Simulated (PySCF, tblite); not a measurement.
**C4H14BGeN: geometry, infrared bands and NMR shifts**

Aim: predict the infrared bands and NMR shifts of C4H14BGeN (`[BH3-][N@+]1([GeH3])C[C@H](C)C1`).

The runs use tblite 0.8.0 and PySCF 2.14.0, with density-fitted response routines of our own; the level of theory stands in each step. All values are computed, except where a source is named. Atoms count from 0, in the outputs and in this text.

## Step 1: Starting geometry

21 atoms, charge 0, multiplicity 1; geometry from: force field or distance geometry start.

Bonds of the start (Å): B0–N1 1.53, N1–Ge2 1.86, N1–C3 1.43, C3–C4 1.52, C4–C5 1.51, C4–C6 1.51, C6–N1 1.43, B0–H7 1.20, B0–H8 1.20, B0–H9 1.17, Ge2–H10 1.56, Ge2–H11 1.54, Ge2–H12 1.55, C3–H13 1.11, C3–H14 1.10, C4–H15 1.10, C5–H16 1.12, C5–H17 1.10, C5–H18 1.09, C6–H19 1.11, C6–H20 1.12.

## Step 2: Optimising the geometry with GFN2-xTB

Job settings and geometry (Å):

```
{"job": {"kind": "relax", "xc": "GFN2-xTB", "basis": "xTB"}, "charge": 0, "multiplicity": 1}
B      1.177200     1.695100    -0.009300
N      0.681000     0.242700    -0.009900
Ge     2.122500    -0.938300     0.026300
C     -0.272900    -0.057300    -1.037800
C     -1.103500    -0.796000    -0.001200
C     -2.557500    -0.401500     0.004700
C     -0.334900     0.052700     0.978800
H      0.697600     2.204100     0.970300
H      0.798000     2.260900    -0.997700
H      2.342600     1.682400     0.083000
H      2.388900    -1.338100    -1.461100
H      1.843900    -2.236500     0.808200
H      3.415600    -0.249000     0.541700
H      0.163600    -0.772100    -1.768400
H     -0.756900     0.804100    -1.520200
H     -0.889800    -1.858900     0.158600
H     -2.926800    -0.417200     1.060500
H     -2.646200     0.648600    -0.324600
H     -3.203300    -1.065800    -0.578600
H     -0.056400    -0.455800     1.924400
H     -0.891500     1.012800     1.152000
```

Launch:

```console
$ OMP_NUM_THREADS=1 python probes_run.py task.json out
```

One launch serves the whole session: the jobs run in the order shown.

What it wrote:

```text
step      E/eV     max force
  0    -591.65880    2.699
  1    -591.93561    1.220
  2    -592.09565    0.774
  3    -592.17585    0.525
  4    -592.23003    0.556
  5    -592.27427    0.450
  6    -592.30398    0.361
  7    -592.32640    0.332
  8    -592.34474    0.320
  9    -592.35967    0.283
 10    -592.37042    0.237
 11    -592.38050    0.218
 12    -592.39145    0.275
 13    -592.40187    0.310
 14    -592.41032    0.236
 15    -592.41732    0.202
 16    -592.42461    0.224
 17    -592.43283    0.218
 18    -592.44054    0.222
 19    -592.44636    0.216
 20    -592.45060    0.208
 21    -592.45423    0.159
 22    -592.45787    0.119
 23    -592.46151    0.153
 24    -592.46552    0.195
 25    -592.47058    0.213
 26    -592.47729    0.191
 27    -592.48598    0.246
 28    -592.49647    0.261
 29    -592.50804    0.295
 30    -592.51945    0.264
 31    -592.52920    0.215
 32    -592.53688    0.190
 33    -592.54395    0.228
 34    -592.55109    0.258
 35    -592.55741    0.206
 36    -592.56253    0.158
 37    -592.56568    0.210
 38    -592.57038    0.168
 39    -592.57446    0.134
 40    -592.57873    0.132
 41    -592.58207    0.136
 42    -592.58559    0.123
 43    -592.58839    0.120
 44    -592.59068    0.104
 45    -592.59276    0.120
 46    -592.59535    0.163
 47    -592.59785    0.145
 48    -592.59980    0.077
 49    -592.60131    0.083
 50    -592.60286    0.118
 51    -592.60448    0.100
 52    -592.60592    0.076
 53    -592.60708    0.065
 54    -592.60803    0.079
 55    -592.60881    0.073
 56    -592.60941    0.051
 57    -592.60997    0.052
 58    -592.61067    0.065
 59    -592.61164    0.099
 60    -592.61282    0.095
 61    -592.61413    0.087
 62    -592.61567    0.101
 63    -592.61783    0.116
 64    -592.62091    0.171
 65    -592.62461    0.162
 66    -592.62821    0.128
 67    -592.63126    0.134
 68    -592.62895    0.290
 69    -592.63573    0.159
 70    -592.63775    0.130
 71    -592.64230    0.072
 72    -592.64294    0.069
 73    -592.64486    0.067
 74    -592.64595    0.073
 75    -592.64716    0.062
 76    -592.64782    0.057
 77    -592.64820    0.049
 78    -592.64850    0.040
 79    -592.64876    0.030
 80    -592.64902    0.045
 81    -592.64934    0.047
 82    -592.64958    0.034
 83    -592.64974    0.025
 84    -592.64985    0.024
 85    -592.64995    0.022
 86    -592.65006    0.020
 87    -592.65016    0.020
 88    -592.65026    0.017
 89    -592.65034    0.017
 90    -592.65040    0.015
 91    -592.65044    0.016
 92    -592.65048    0.014
 93    -592.65051    0.010
 94    -592.65054    0.012
 95    -592.65056    0.011
 96    -592.65058    0.009
```

It took 2.5 s on 1 thread of Intel Xeon at 2.50GHz, shared host; peak memory 0.18 GiB.

Step by step: (not every step is listed)

```csv
step,energy from step 0 (eV),largest force (eV/Å)
0,0.0000,2.6986
1,-0.2768,1.2205
2,-0.4368,0.7738
3,-0.5170,0.5252
4,-0.5712,0.5557
5,-0.6155,0.4496
6,-0.6452,0.3606
7,-0.6676,0.3324
8,-0.6859,0.3202
16,-0.7658,0.2244
24,-0.8067,0.1945
32,-0.8781,0.1897
40,-0.9199,0.1319
48,-0.9410,0.0772
56,-0.9506,0.0513
64,-0.9621,0.1709
72,-0.9841,0.0686
80,-0.9902,0.0454
88,-0.9915,0.0167
91,-0.9916,0.0164
92,-0.9917,0.0136
93,-0.9917,0.0102
94,-0.9917,0.0117
95,-0.9918,0.0108
96,-0.9918,0.0094
```

Distances of close pairs at the start and the end, largest changes first:

```csv
bond,before (Å),after (Å),change (Å)
B0–N1,1.535,1.616,+0.081
Ge2–H10,1.563,1.492,-0.071
Ge2–H12,1.553,1.487,-0.066
N1–C6,1.430,1.477,+0.046
N1–C3,1.434,1.478,+0.044
B0–H9,1.169,1.205,+0.036
C6–H20,1.123,1.090,-0.033
C5–H16,1.119,1.088,-0.031
```

The final coordinates are the input of the step that follows.

## Step 3: Vibrational analysis with GFN2-xTB

Job settings and geometry (Å):

```
{"job": {"kind": "ir", "xc": "GFN2-xTB", "basis": "xTB"}, "charge": 0, "multiplicity": 1}
B      1.243434     1.760080    -0.160735
N      0.693512     0.247814    -0.009327
Ge     2.218556    -0.858360     0.134234
C     -0.268962    -0.217438    -1.030449
C     -1.193801    -0.754975     0.065596
C     -2.664146    -0.394324    -0.017439
C     -0.323188     0.041149     1.041327
H      1.719682     2.032552     0.905213
H      0.314364     2.452928    -0.446161
H      2.079835     1.715307    -1.027066
H      2.826666    -0.950829    -1.224628
H      1.677199    -2.208913     0.552645
H      3.120312    -0.306733     1.180131
H      0.134032    -0.939690    -1.745950
H     -0.690139     0.630642    -1.571264
H     -1.077848    -1.834896     0.202993
H     -3.175981    -0.677689     0.900030
H     -2.784083     0.676503    -0.163885
H     -3.134139    -0.912744    -0.850649
H      0.040470    -0.477908     1.932403
H     -0.764695     0.994466     1.332511
```

What it wrote:

```text
mode    cm-1     km/mol
  1      58.7      4.35
  2      71.9      3.25
  3     174.1      3.28
  4     179.1      0.56
  5     202.6      3.09
  6     207.1      4.69
  7     257.3     23.58
  8     284.3      6.88
  9     358.7      2.09
 10     425.7      0.19
 11     447.6      4.15
 12     534.5     37.90
 13     552.0     56.26
 14     619.0     63.82
 15     729.9    189.51
 16     754.4    108.63
 17     802.1     84.92
 18     809.1    156.12
 19     868.8      1.57
 20     893.9     25.23
 21     913.3     51.15
 22     928.7     14.55
 23     952.1     14.24
 24     963.1      5.25
 25    1047.7     48.68
 26    1083.9      6.23
 27    1110.2     48.42
 28    1136.7      0.20
 29    1151.9    161.89
 30    1160.3     20.22
 31    1172.1     68.95
 32    1198.3     13.54
 33    1234.0     27.99
 34    1238.1     12.38
 35    1252.1     42.38
 36    1258.3      0.68
 37    1258.9      1.28
 38    1341.3      4.61
 39    1410.8      4.92
 40    1462.5      2.82
 41    1474.9      0.45
 42    1493.0      3.40
 43    1495.6      2.94
 44    1901.1    278.76
 45    2060.7    274.78
 46    2122.4    316.44
 47    2312.4    310.98
 48    2378.7    282.46
 49    2428.1    193.05
 50    2920.9      6.00
 51    2928.7     55.60
 52    2937.7     61.85
 53    2985.4     19.37
 54    2990.9     20.12
 55    3031.9     31.03
 56    3035.3     29.67
 57    3042.6     21.10
```

It took 2.7 s on 1 thread of Intel Xeon at 2.50GHz, shared host; peak memory 0.18 GiB.

Which atoms move in the most intense modes:

```
cm⁻¹  km/mol                               atoms
 730   189.5        H10 25 %, H12 24 %, H11 23 %
1152   161.9  H8 18 %, H9 16 %, H7 16 %, C4 12 %
1901   278.8                            H11 90 %
2061   274.8                  H10 69 %, H12 22 %
2122   316.4                  H12 73 %, H10 24 %
2312   311.0                             H9 85 %
2379   282.5                             H7 79 %
2428   193.1                             H8 85 %
```

## Step 4: Shielding tensors: PBE0/pcSseg-1

Same as in step 3 but for these lines:

```diff
@@ -1,2 +1,2 @@
-{"job": {"kind": "ir", "xc": "GFN2-xTB", "basis": "xTB"}, "charge": 0, "multiplicity": 1}
+{"job": {"kind": "nmr", "xc": "PBE0", "basis": "pcSseg-1"}, "charge": 0, "multiplicity": 1}
 B      1.243434     1.760080    -0.160735
```

With the program's defaults for keys left out, this is: GIAO PBE0/pcSseg-1 NMR shielding, non-relativistic, gas phase.

What it wrote:

```text
coarse grid: 73048 points
cycle   1  E = -2316.5136908714  dE =  4.665e-02  |g| = 9.327e-01  |ddm| = 3.991e+00
cycle   2  E = -2316.5114129873  dE =  2.278e-03  |g| = 9.150e-01  |ddm| = 1.217e+00
cycle   3  E = -2316.6060329715  dE = -9.462e-02  |g| = 7.755e-02  |ddm| = 6.642e-01
cycle   4  E = -2316.6066221558  dE = -5.892e-04  |g| = 2.718e-02  |ddm| = 7.968e-02
cycle   5  E = -2316.6067965489  dE = -1.744e-04  |g| = 6.771e-03  |ddm| = 2.540e-02
cycle   6  E = -2316.6068047925  dE = -8.244e-06  |g| = 2.530e-03  |ddm| = 7.635e-03
final grid: 155280 points
cycle   7  E = -2316.6067894024  dE =  1.864e-06  |g| = 3.992e-03  |ddm| = 6.472e-03
cycle   8  E = -2316.6067833834  dE =  6.019e-06  |g| = 6.665e-03  |ddm| = 8.907e-03
cycle   9  E = -2316.6067930098  dE = -9.626e-06  |g| = 2.747e-04  |ddm| = 5.315e-03
cycle  10  E = -2316.6067930309  dE = -2.109e-08  |g| = 2.680e-05  |ddm| = 2.811e-04
cycle  11  E = -2316.6067930310  dE = -9.140e-11  |g| = 4.831e-06  |ddm| = 2.345e-05
converged SCF energy = -2316.6067930310

GIAO shielding tensors (ppm)
atom      isotropic    diamagn.    paramagn.     s11        s22        s33       span
  0 B      116.757     189.379     -72.622     91.172    106.493    152.606     61.434
  1 N      227.749     328.678    -100.929    204.565    223.203    255.480     50.915
  2 Ge    1405.439    2757.357   -1351.918   1247.483   1339.919   1628.916    381.434
  3 C      120.274     249.869    -129.595     91.530    105.557    163.735     72.205
  4 C      160.741     254.646     -93.905    144.330    168.280    169.612     25.283
  5 C      165.801     245.055     -79.254    149.589    160.803    187.011     37.422
  6 C      121.455     249.597    -128.142     94.064    105.995    164.306     70.243
  7 H       29.648      31.785      -2.137     25.389     28.086     35.467     10.078
  8 H       29.672      31.727      -2.055     26.304     28.029     34.683      8.379
  9 H       29.547      31.263      -1.716     24.970     27.804     35.866     10.897
 10 H       27.242      29.851      -2.610     20.626     22.872     38.227     17.601
 11 H       26.853      30.328      -3.475     19.575     24.027     36.957     17.382
 12 H       27.097      29.496      -2.400     20.075     22.953     38.262     18.187
 13 H       28.022      32.998      -4.976     24.157     27.310     32.600      8.443
 14 H       28.176      32.683      -4.507     24.898     28.011     31.618      6.720
 15 H       29.022      33.425      -4.403     23.842     30.887     32.339      8.497
 16 H       30.522      28.268       2.254     26.053     27.766     37.747     11.694
 17 H       30.547      29.730       0.817     26.149     30.033     35.460      9.311
 18 H       30.512      28.273       2.240     25.981     27.809     37.747     11.766
 19 H       28.162      32.834      -4.672     24.387     27.235     32.864      8.478
 20 H       28.194      32.615      -4.421     24.839     28.165     31.577      6.738
```

Run time: 1.9 min. Hardware: 1 thread of Intel Xeon at 2.50GHz, shared host; peak memory 0.88 GiB.

Shifts follow as δ = σ(reference) − σ, with reference shieldings (ppm) from runs at the same level and on the same kind of geometry: ¹H TMS 31.72, ¹³C TMS 186.9, ¹⁵N NH3 267.7, ¹¹B BF3·OEt2 100.1, ⁷³Ge GeMe4 1331. The references are single molecules in the gas phase, so shifts against H2O, NH3, PH3, H3PO4 or CFCl3 are not on the usual liquid scales and can be off by tens of ppm. Atoms listed in one row are averaged.

```csv
atoms,environment,σ (ppm),δ (ppm)
"C3, C6",sp3 CH2 bonded to N,120.9,66.1
C4,sp3 CH in a ring,160.7,26.2
C5,methyl carbon,165.8,21.1
"H10, H11, H12",hydrogen on a germanium bonded to N,27.06,4.65
"H13, H19",hydrogen on an sp3 CH2 bonded to N,28.09,3.62
"H14, H20",hydrogen on an sp3 CH2 bonded to N,28.18,3.53
H15,hydrogen on an sp3 CH in a ring,29.02,2.69
"H7, H8, H9",hydrogen on a boron bonded to N,29.62,2.10
"H16, H17, H18",hydrogen on a methyl carbon,30.53,1.19
B0,"boron bonded to N, 3 H",116.8,-16.7
N1,donor nitrogen of a Lewis adduct,227.7,40.0
Ge2,"germanium bonded to N, 3 H",1405,-74
```

The run also stored atomic charges by several schemes (e):

| atoms | Mulliken | IAO | Hirshfeld | ESP fit |
| --- | --- | --- | --- | --- |
| B0 | -0.05 | -0.42 | -0.11 | -0.14 |
| N1 | -0.89 | -0.23 | -0.05 | 0.10 |
| Ge2 | 0.39 | 0.63 | 0.40 | 0.32 |
| C3, C6 | 0.14 | -0.15 | -0.01 | -0.29 |
| C4 | -0.45 | -0.11 | -0.02 | 0.39 |
| C5 | -0.18 | -0.42 | -0.11 | -0.53 |

Mayer bond orders: B0–N1 0.58, N1–Ge2 0.64, N1–C3 0.86, C3–C4 0.98, C4–C5 1.04, C4–C6 0.98, C6–N1 0.86.

Ring of atoms N1, C3, C4, C6: NICS(0) -2.2, NICS(1) -0.3, NICS(1)zz 3.3 ppm (means of both faces).

## Step 5: Results

```
                                                               quantity                                   value
                              strongest single infrared mode (GFN2-xTB)                   2122 cm⁻¹, 316 km/mol
                                           zero-point energy (GFN2-xTB)                          105.9 kcal/mol
¹³C shifts against TMS (PBE0/pcSseg-1, means over atoms taken as alike)                    66.1, 26.2, 21.1 ppm
 ¹H shifts against TMS (PBE0/pcSseg-1, means over atoms taken as alike)  4.65, 3.62, 3.53, 2.69, 2.10, 1.19 ppm
                            ¹¹B shifts against BF3·OEt2 (PBE0/pcSseg-1)                               -16.7 ppm
                                 ¹⁵N shifts against NH3 (PBE0/pcSseg-1)                                40.0 ppm
                              ⁷³Ge shifts against GeMe4 (PBE0/pcSseg-1)                                 -74 ppm
```

What this shows: The optimisation took 96 steps and gained 0.992 eV; among the close pairs (by a distance rule), B0–N1 changed most, from 1.535 to 1.616 Å. No mode is imaginary among the 57: a minimum at this level. The strongest single mode, at 2122 cm⁻¹, moves mainly H12. GFN2-xTB is a fitted tight-binding method: band positions and strengths are rough. Its intensities can rank the bands wrongly. C3, C6 (mean) (sp3 CH2 bonded to N) lies farthest downfield among carbon, at 66.1 ppm; pulled downfield by the heteroatom. At PBE0/pcSseg-1: The largest span, 381 ppm, is at Ge2, where the paramagnetic term is -1352 ppm. Spin-orbit coupling is left out, which matters for shieldings and couplings at and beside the heavy atoms.
